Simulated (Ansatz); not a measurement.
# C₂H₄BClO: inputs that go wrong

Aim: try 3 inputs for C₂H₄BClO as typed, read how each ends, and find what has to change.

Method: the settings change from run to run; program: Ansatz 0.2.0, Gaussian basis.

### Step 1. The molecule

The structure was relaxed beforehand with PBE0-D4 in a triple-zeta def2 set.

SMILES `ClC1CBO1`, 9 atoms, charge 0, spin multiplicity 1.

Atoms are counted from 1 here; the program's logs count them from 0.

Bond lengths: Cl1–C2 1.770 Å, C2–C3 1.528 Å, C2–O5 1.433 Å, C2–H6 1.089 Å, C3–B4 1.577 Å, C3–H7 1.090 Å, C3–H8 1.090 Å, B4–O5 1.372 Å, B4–H9 1.191 Å. Angles: Cl1–C2–C3 116.7°, Cl1–C2–O5 111.6°, Cl1–C2–H6 106.6°, C3–C2–O5 94.4°, C3–C2–H6 116.9°, O5–C2–H6 110.2°, C2–C3–B4 79.9°, C2–C3–H7 113.2°, C2–C3–H8 115.6°, B4–C3–H7 115.7°, B4–C3–H8 120.2°, H7–C3–H8 109.4°, C3–B4–O5 94.8°, C3–B4–H9 140.6°, O5–B4–H9 124.7°, C2–O5–B4 90.7°.

### Step 2. Attempt 1

The input, in.yaml:

```yaml
crystal:
  periodic: [false, false, false]
  atoms:
    - {symbol: Cl, position_ang: [-1.971145, -0.933532, 0.931444]}
    - {symbol: C, position_ang: [-0.871083, 0.121361, 0.030995]}
    - {symbol: C, position_ang: [0.550954, 0.254658, 0.573893]}
    - {symbol: B, position_ang: [0.857101, -0.325333, -0.860392]}
    - {symbol: O, position_ang: [-0.461646, -0.476262, -1.205952]}
    - {symbol: H, position_ang: [-1.413603, 1.046307, -0.159512]}
    - {symbol: H, position_ang: [0.757027, -0.415099, 1.408496]}
    - {symbol: H, position_ang: [0.863477, 1.265604, 0.834462]}
    - {symbol: H, position_ang: [1.777418, -0.584104, -1.570535]}
basis:
  gaussian: {orbitals: cc-pVTZ-PP}
magnetization: {spin_polarized: true, initial_magnetization: 2}
hamiltonian: {xc: {name: r2SCAN}, dispersion: d3bjatm}
scf: {lower_state_search: off}
output: {forces: true}
```

Started as:

```bash
ansatz run in.yaml --threads 2 --pin off --events-out ev --progress --plain --max-ram 4352MiB
```

Log:

```text
Functional definition: r2SCAN
  name "r2SCAN"
  cite "Furness, Kaplan, Ning, Perdew & Sun, J. Phys. Chem. Lett. 11, 8208 (2020) doi:10.1021/acs.jpclett.0c02405"
  cite "Furness, Kaplan, Ning, Perdew & Sun, J. Phys. Chem. Lett. 11, 9248 (2020) doi:10.1021/acs.jpclett.0c03077"
  parent r2scan
  parameter k0 = 0.174
  parameter k1 = 0.065
  parameter a1 = 4.9479
  exchange = r2scan_x(k0 = k0, k1 = k1, a1 = a1)
  correlation = r2scan_c
these checks for a lower state are left out or cut short: stability, starts, cluster_reference, orbital_swaps, neighbouring_geometries, increment
Error: <dir> the basis set cc-pVTZ-PP has no functions for Cl
```

Wall time 0.25 s (2 threads of Arm Neoverse V2, shared host).

**Diagnosis.** Refused before any calculation. The basis set is misnamed or doesn't suit the job. It also asks for charge 0 and multiplicity 3, another species or state than the molecule above. To mend it, name an orbital basis set that the library holds for every element here, and set charge and spin to those of the species named.

### Step 3. Attempt 2

The input, in.yaml:

```yaml
crystal:
  periodic: [false, false, false]
  atoms:
    - {symbol: Cl, position_ang: [-1.971145, -0.933532, 0.931444]}
    - {symbol: C, position_ang: [-0.871083, 0.121361, 0.030995]}
    - {symbol: C, position_ang: [0.550954, 0.254658, 0.573893]}
    - {symbol: B, position_ang: [0.857101, -0.325333, -0.860392]}
    - {symbol: O, position_ang: [-0.461646, -0.476262, -1.205952]}
    - {symbol: H, position_ang: [-1.413603, 1.046307, -0.159512]}
    - {symbol: H, position_ang: [0.757027, -0.415099, 1.408496]}
    - {symbol: H, position_ang: [0.863477, 1.265604, 0.834462]}
    - {symbol: H, position_ang: [1.777418, -0.584104, -1.570535]}
basis:
  gaussian: {orbitals: def2-mTZVP}
total_charge: 4
hamiltonian: {xc: {name: wB97X-V}}
scf: {lower_state_search: off}
output: {forces: true}
```

Launched as before.

Log:

```text
Functional definition: wB97X-V
  name "wB97X-V"
  cite "Mardirossian & Head-Gordon, Phys. Chem. Chem. Phys. 16, 9904 (2014) doi:10.1039/C3CP54374A"
  cite "Becke, J. Chem. Phys. 107, 8554 (1997) doi:10.1063/1.475007"
  cite "Vydrov & Van Voorhis, J. Chem. Phys. 133, 244103 (2010) doi:10.1063/1.3521275"
  parameter omega = 0.3/bohr
  parameter cx = 0.167
  parameter cx1 = 0.603
  parameter cx2 = 1.194
  parameter css0 = 0.556
  parameter css1 = -0.257
  parameter cos0 = 1.219
  parameter cos1 = -1.850
  parameter b = 6.0
  parameter c = 0.01
  exchange = spin_sum(e_x_unif_sr(omega)*poly(b97_u_x, 1 - cx, cx1, cx2)) + cx*exact_x_sr(omega) + exact_x_lr(omega)
  correlation = spin_sum(e_c_pw_same_spin*poly(b97_u_same, css0, css1))
      + integral(e_c_pw_opposite_spin*poly(b97_u_opposite, cos0, cos1)) + vv10(b, c)
these checks for a lower state are left out or cut short: stability, starts, cluster_reference, orbital_swaps, neighbouring_geometries, increment
1067 factors; integrals over basis functions are off by at most 9.3e-4 eV
294 factors; integrals over basis functions are off by at most 1.1e-5 eV
mean field evaluation 1: about -17248.4819 eV, gradient 1.5e2 eV
mean field evaluation 2: about -17129.0559 eV, gradient 2.3e2 eV
mean field evaluation 4: about -17295.0459 eV, gradient 3.1e1 eV
mean field evaluation 8: about -17298.5417 eV, gradient 1.6e0 eV
mean field evaluation 16: about -17298.7357 eV, gradient 2.6e-1 eV
mean field evaluation 32: about -17298.7499 eV, gradient 3.2e-3 eV
mean field -17298.74994101 eV, -635.7173348182 hartree, gradient 9.2e-6 eV, S^2 0.000000; 0 other end points of the search recorded, 0 dependent functions left out
the calculation of the forces begins
reference -17298.74993904 eV, -635.7173347458 hartree; 21, 21 occupied and 94, 94 virtual orbitals, 1067 factors
Total energy: -17298.74993904 eV, -635.7173347458 hartree
Atom 0 at    -1.971145    -0.933532     0.931444 Å, force    -0.849647     0.404349    -0.112856 eV/Å
Atom 1 at    -0.871083     0.121361     0.030995 Å, force    -2.354875    -2.628927     1.330888 eV/Å
Atom 2 at     0.550954     0.254658     0.573893 Å, force    -2.139597     1.342263     6.549190 eV/Å
Atom 3 at     0.857101    -0.325333    -0.860392 Å, force    -4.879795    -2.317593    -6.844013 eV/Å
Atom 4 at    -0.461646    -0.476262    -1.205952 Å, force     4.044208     0.044203     1.293847 eV/Å
Atom 5 at    -1.413603     1.046307    -0.159512 Å, force    -1.463192     2.720676    -0.016794 eV/Å
Atom 6 at     0.757027    -0.415099     1.408496 Å, force     1.297483    -1.455540     0.379641 eV/Å
Atom 7 at     0.863477     1.265604     0.834462 Å, force     1.465128     2.275931    -1.000334 eV/Å
Atom 8 at     1.777418    -0.584104    -1.570535 Å, force     4.880287    -0.385363    -1.579569 eV/Å
Dipole moment:     1.410201     0.487836    -0.109771 e Å
Checks for a lower state left out: stability, starts, cluster_reference, orbital_swaps, neighbouring_geometries, increment
```

Run time: 14 s. Hardware: 2 threads of Arm Neoverse V2, shared host.

What is wrong: It ended without an error, which proves nothing about the input. The charge is far from anything that the molecule holds. It asks for charge +4; the species has 0. Its energy belongs to another ion. Cure: type the charge that the molecule really has.

### Step 4. Attempt 3

The input, in.yaml:

```yaml
crystal:
  periodic: [false, false, false]
  atoms:
    - {symbol: Cl, position_ang: [-1.866642, -0.804543, 0.830671]}
    - {symbol: C, position_ang: [-0.906551, 0.108601, 0.049801]}
    - {symbol: C, position_ang: [0.557368, 0.147638, 0.569716]}
    - {symbol: B, position_ang: [0.943722, -0.197107, -0.772565]}
    - {symbol: O, position_ang: [-0.503363, -0.607728, -1.315205]}
    - {symbol: H, position_ang: [-1.384520, 1.167091, -0.278964]}
    - {symbol: H, position_ang: [0.503912, -0.410289, 1.563628]}
    - {symbol: H, position_ang: [0.836945, 1.106112, 0.883842]}
    - {symbol: H, position_ang: [1.682018, -0.561883, -1.512136]}
basis:
  gaussian: {orbitals: def2-mTZVPP, fitting: {mean_field: cc-pVTZ-jkfit}}
hamiltonian: {xc: {name: wPBEh}}
accuracy: high
relax: {f_tol: 0.0001, max_steps: 1}
```

Launched as before.

Log:

```text
Functional definition: wPBEh
  name "wPBEh"
  cite "Heyd, Scuseria & Ernzerhof, J. Chem. Phys. 118, 8207 (2003) doi:10.1063/1.1564060"
  cite "Krukau, Vydrov, Izmaylov & Scuseria, J. Chem. Phys. 125, 224106 (2006) doi:10.1063/1.2404663"
  cite "Heyd & Scuseria, J. Chem. Phys. 120, 7274 (2004) doi:10.1063/1.1668634"
  cite "Ernzerhof & Perdew, J. Chem. Phys. 109, 3313 (1998) doi:10.1063/1.476928"
  cite "Perdew, Burke & Ernzerhof, Phys. Rev. Lett. 77, 3865 (1996) doi:10.1103/PhysRevLett.77.3865"
  parent pbe
  parameter a = 0.25
  parameter omega = 0.11/bohr
  exchange = wpbe_x - a*pbe_x_sr(omega) + a*exact_x_sr(omega)
  correlation = pbe_c
557 factors; integrals over basis functions are off by at most 2.5e-1 eV
557 factors; integrals over basis functions are off by at most 4.9e-10 eV
mean field evaluation 1: about -17367.3563 eV, gradient 6.3e1 eV
mean field evaluation 2: about -17342.6033 eV, gradient 1.2e2 eV
mean field evaluation 4: about -17375.6682 eV, gradient 6.2e0 eV
mean field evaluation 8: about -17375.7506 eV, gradient 1.7e-1 eV
mean field evaluation 16: about -17375.7507 eV, gradient 1.5e-5 eV
mean field -17375.75069404 eV, -638.5470602993 hartree, gradient 6.6e-8 eV, S^2 0.000000; 0 other end points of the search recorded, 0 dependent functions left out
the calculation of the forces begins
reference -17375.75069778 eV, -638.5470604366 hartree; 23, 23 occupied and 105, 105 virtual orbitals, 557 factors
relax step   1: F+E_penalty+E_count = -17375.75069404 eV  Δ(F+E_penalty+E_count) = +0.000e0 eV  max|allowed force component| = 6.481e0 eV/Å  Δτ_max = 0.0000 Å  (33 SCF iters, accepted)
Error: geometry relaxation did not converge after 1 steps: max|allowed force component| = 6.48e0 eV/Å (threshold 1.0e-4). Raise `relax.max_steps` over both its present limit and 1, loosen `relax.f_tol`, or start from a geometry closer to equilibrium. Where this run's directory can be resumed (`checkpoint.write`), a resume goes on for up to `relax.max_steps` more
```

It took 5.5 s on 2 threads of Arm Neoverse V2, shared host; peak memory 0.3 GiB.

Diagnosis: It stopped unconverged. The relaxation is allowed too few steps for its threshold. The start was also shaken off the relaxed geometry, so there is far to go. To mend it, raise relax.max_steps.

### Step 5. Summary

```
attempt               level          ended                                                      cause    time
      1   r2SCAN/cc-pVTZ-PP        refused          the basis set is misnamed or doesn't suit the job  0.25 s
      2  wB97X-V/def2-mTZVP      converged    the charge is far from anything that the molecule holds    14 s
      3   wPBEh/def2-mTZVPP  not converged  the relaxation is allowed too few steps for its threshold   5.5 s
```

**Reading.** 1 refused, 1 converged, 1 not converged. A refusal costs next to no computing time. The dangerous case is the input that converges on a wrong geometry, charge, spin, basis or grid: often only a look at the input shows it.
